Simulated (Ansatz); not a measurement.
**K3Ge: relaxation of cell and atoms with PBE**

K3Ge:

```
Ge K
1.0
     0.00000    4.31101    4.31101
     4.31101    0.00000    4.31101
     4.31101    4.31101    0.00000
Ge K
1 3
Direct
  0.00000 0.00000 0.00000
  0.50000 0.50000 0.50000
  0.75000 0.75000 0.75000
  0.25000 0.25000 0.25000
```

The cell comes from a database or a generator and needn't be the stable form of this composition.

- Program: Ansatz 0.2.0
- Task: relaxation of cell and atoms
- Functional: PBE
- Potentials or basis: Ansatz PAW earlier set
- Cutoff: 560 eV
- Density cutoff: 2240 eV
- k mesh: 6 × 6 × 6
- Occupations: fermi-dirac, width 0.05 eV
- Spin: no spin polarisation

```yaml
Energy_gained_by_relaxing: 0.0 meV/atom
Ionic_steps: 2
Pressure_after_relaxing: 0.0 GPa
Band_gap_on_the_k_mesh: none (metal or under the smearing width)
```

Final structure:
```
Ge K
1.0
     0.00000    4.31101    4.31101
     4.31101    0.00000    4.31101
     4.31101    4.31101    0.00000
Ge K
1 3
Direct
  0.00000 0.00000 0.00000
  0.50000 0.50000 0.50000
  0.75000 0.75000 0.75000
  0.25000 0.25000 0.25000
```

Levels at points of the mesh, in eV from the Fermi level:
```tsv
k point	band 17	band 18	band 19	band 20	band 21	band 22	band 23	band 24	band 25
(0.00, 0.00, 0.00)	-14.59	-6.90	-0.01	0.09	0.09	0.09	2.48	2.48	3.18
(0.00, 0.00, -0.50)	-14.61	-6.74	-1.31	-0.03	-0.03	1.75	2.95	2.95	2.99
(0.00, -0.50, -0.50)	-14.58	-6.71	-1.10	-0.02	-0.02	0.99	1.67	3.67	4.04
```

Run time: 8.5 s on 2 threads of Arm Neoverse V1, with other jobs on the host, peak memory 0.53 GiB.

Caveat: the plane-wave basis is chosen anew once the cell has moved, so the energies of steps on either side of that aren't comparable.
